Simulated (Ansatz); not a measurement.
# CHGeO (quartet): wave-function methods side by side at a displaced geometry (v2), cc-pVDZ

How much of the correlation energy of CHGeO (quartet) does each wave-function method recover here?

Computed with Ansatz 0.2.0, Gaussian basis. Level: cc-pVDZ, core rule «outside noble gas», up to 16 orbitals frozen.

The runs, in order: UHF; CCSD(T) on ROHF; CCSD(T) on UHF; BCCD(T) on ROHF; CISD; CCSDT(Q) on ROHF; CCSDT(Q) on UHF.

22 further runs of the same task are left out: 11 that didn't finish, 11 set aside as unsound or not needed.

### 1 The geometry

The geometry is a PBE0/def2-TZVP stationary point (not a proven minimum) with its atoms shifted at random (size 0.100 Å). No spin-orbit coupling is included. The filled d shell of Ge may be among the frozen orbitals whatever the setting's name suggests; the logs give the count.

4 atoms, charge 0, spin multiplicity 4.

Atoms are counted from 1 here; the program's logs count them from 0.

Bond lengths: C1–Ge2 1.970 Å, Ge2–O3 1.814 Å, O3–H4 0.923 Å. Angles: C1–Ge2–O3 98.0°, Ge2–O3–H4 115.1°.

### 2 UHF

Contents of in.yaml:

```yaml
crystal:
  periodic: [false, false, false]
  atoms:
    - {symbol: C, position_ang: [0.131752, -1.034504, 1.484025]}
    - {symbol: Ge, position_ang: [-0.033122, 0.341765, 0.084095]}
    - {symbol: O, position_ang: [0.043498, -0.754547, -1.358985]}
    - {symbol: H, position_ang: [0.126607, -0.325807, -2.172634]}
basis:
  gaussian: {orbitals: cc-pVDZ}
magnetization: {spin_polarized: true, initial_magnetization: 3}
hamiltonian: {xc: hf}
output: {orbitals: {seedname: orbitals}}
```

Run with:

```console
> ansatz run in.yaml --threads 1 --pin off --events-out ev --progress --plain --max-ram 2393MiB
```

Further steps of the session: CCSD(T) on ROHF; CCSD(T) on UHF; BCCD(T) on ROHF; CISD; CCSDT(Q) on ROHF; CCSDT(Q) on UHF.

Q: Predict the results of all the runs planned. Wanted: UCCSDT(Q) below the RHF energy; RMP2 from UCCSDT(Q); UMP2 from UCCSDT(Q); RCCSD from UCCSDT(Q); RCCSD(T) from UCCSDT(Q); UCCSD(T) from UCCSDT(Q); RCCSDT(Q) from UCCSDT(Q); T1 diagnostic.

The runs gave:

| quantity | value |
| --- | --- |
| UCCSDT(Q) below the RHF energy | -10.0967 eV |
| RMP2 from UCCSDT(Q) | +29.45 kcal/mol |
| UMP2 from UCCSDT(Q) | +28.97 kcal/mol |
| RCCSD from UCCSDT(Q) | +8.83 kcal/mol |
| RCCSD(T) from UCCSDT(Q) | +1.97 kcal/mol |
| UCCSD(T) from UCCSDT(Q) | +1.91 kcal/mol |
| RCCSDT(Q) from UCCSDT(Q) | +0.16 kcal/mol |
| levels within 1 kcal/mol (43 meV) | RCCSDT, UCCSDT, RCCSDT(Q) |
| T1 diagnostic | 0.039 |

What this shows: RCCSD(T) lands +1.97 kcal/mol from the yardstick (0.8 % of the correlation energy). These misses are within one basis, not against nature; the frozen cores of restricted and unrestricted runs differ, which can shift their rows.
